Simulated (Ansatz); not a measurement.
# GeH4F (doublet): the correlation ladder at distance Ge1–H5 along a hydrogen transfer = 1.880 Å, cc-pVDZ

The task here is to estimate one member of a computed series from the others.

Method: cc-pVDZ, core rule «outside noble gas», up to 15 orbitals frozen; program: Ansatz 0.2.0, Gaussian basis.

Plan: UHF; CCSD(T) on ROHF; CCSD(T) on UHF; BCCD(T) on ROHF; CISD; CCSDT(Q) on ROHF; CCSDT(Q) on UHF; CASSCF and MRCISD+Q, 3 electrons in 3 orbitals; CASSCF and NEVPT2, 3 electrons in 3 orbitals; CASSCF and MRCISD+Q, 15 electrons in 12 orbitals; CASSCF and NEVPT2, 15 electrons in 12 orbitals.

**The geometry**

The geometry derives from fragments relaxed apart (PBE0/def2-TZVP) and kept rigid, so it is no stationary point. A hydrogen atom is moved between rigid fragments. No spin-orbit coupling is included. The filled d shell of Ge may be among the frozen orbitals whatever the setting's name suggests; the logs give the count.

6 atoms, charge 0, spin multiplicity 2.

Atoms are counted from 1 here; the program's logs count them from 0.

Bond lengths: Ge1–H2 1.534 Å, Ge1–H3 1.534 Å, Ge1–H4 1.534 Å, Ge1–H5 1.880 Å, H5–F6 0.900 Å. Angles: H2–Ge1–H3 109.5°, H2–Ge1–H4 109.5°, H2–Ge1–H5 109.5°, H3–Ge1–H4 109.5°, H3–Ge1–H5 109.5°, H4–Ge1–H5 109.5°, Ge1–H5–F6 180.0°.

As a file:

```
Ge   -0.55570    0.00000    0.00000
H    -1.06715    1.44660    0.00000
H    -1.06715   -0.72330    1.25279
H    -1.06715   -0.72330   -1.25279
H     1.32430    0.00000    0.00000
F     2.22430    0.00000    0.00000
```

Set-up of the first run:

File in.yaml:

```yaml
crystal:
  periodic: [false, false, false]
  atoms:
    - {symbol: Ge, position_ang: [-0.555700, 0.000000, 0.000000]}
    - {symbol: H, position_ang: [-1.067150, 1.446599, 0.000000]}
    - {symbol: H, position_ang: [-1.067150, -0.723300, 1.252792]}
    - {symbol: H, position_ang: [-1.067150, -0.723299, -1.252792]}
    - {symbol: H, position_ang: [1.324300, 0.000000, 0.000000]}
    - {symbol: F, position_ang: [2.224300, 0.000000, 0.000000]}
basis:
  gaussian: {orbitals: cc-pVDZ}
magnetization: {spin_polarized: true, initial_magnetization: 1}
hamiltonian: {xc: hf}
output: {orbitals: {seedname: orbitals}}
```

The run is started by

```console
$ ansatz run in.yaml --threads 1 --pin off --events-out ev --progress --plain --max-ram 2816MiB --backend cpu
```

Among the steps run: UHF; CCSD(T) on ROHF; CCSD(T) on UHF; BCCD(T) on ROHF; CISD; CCSDT(Q) on ROHF; CCSDT(Q) on UHF; CASSCF and MRCISD+Q, 3 electrons in 3 orbitals; CASSCF and NEVPT2, 3 electrons in 3 orbitals; CASSCF and MRCISD+Q, 15 electrons in 12 orbitals; CASSCF and NEVPT2, 15 electrons in 12 orbitals.

One of the session's tables, all rows but one given; the rest of the session is left out.

It belongs to the step «Misses and costs». 

| method | from UCCSDT(Q) (kJ/mol) |
| --- | --- |
| ROHF | +884.5 |
| UHF | ? |
| RMP2 | +94.3 |
| UMP2 | +94.3 |
| RCCSD | +16.1 |
| UCCSD | +15.7 |
| RCCSD(T) | +3.5 |
| UCCSD(T) | +3.1 |
| BCCD(T) | +3.3 |
| RCCSDT | +1.6 |
| UCCSDT | +1.2 |
| RCCSDT(Q) | +0.4 |
| UCCSDT(Q) | 0 |
| CASSCF valence | +704.0 |
| NEVPT2 valence | +121.6 |
| MRCISD valence | +51.0 |
| MRCISD+Q valence | +7.3 |

Q: Estimate the row for UHF from the others.

The run gave: from UCCSDT(Q) (kJ/mol): +878.5. In the column «from UCCSDT(Q) (kJ/mol)» it lies between CASSCF valence (+704.0) and ROHF (+884.5).

Not comparable, so not listed: CISD (they don't share determinant, frozen orbitals or solution with the rows shown, or repeat one).

Limits of these values: Left out of the table: CASSCF pair, NEVPT2 pair, MRCISD pair, MRCISD+Q pair (the active space lost an orbital or holds another state than full CI finds). Restricted and unrestricted rows rest on different reference determinants; where their highest levels disagree by more than a few hundredths of an eV, they describe different states and don't form one ladder. Warnings in the runs' records: passed over end.
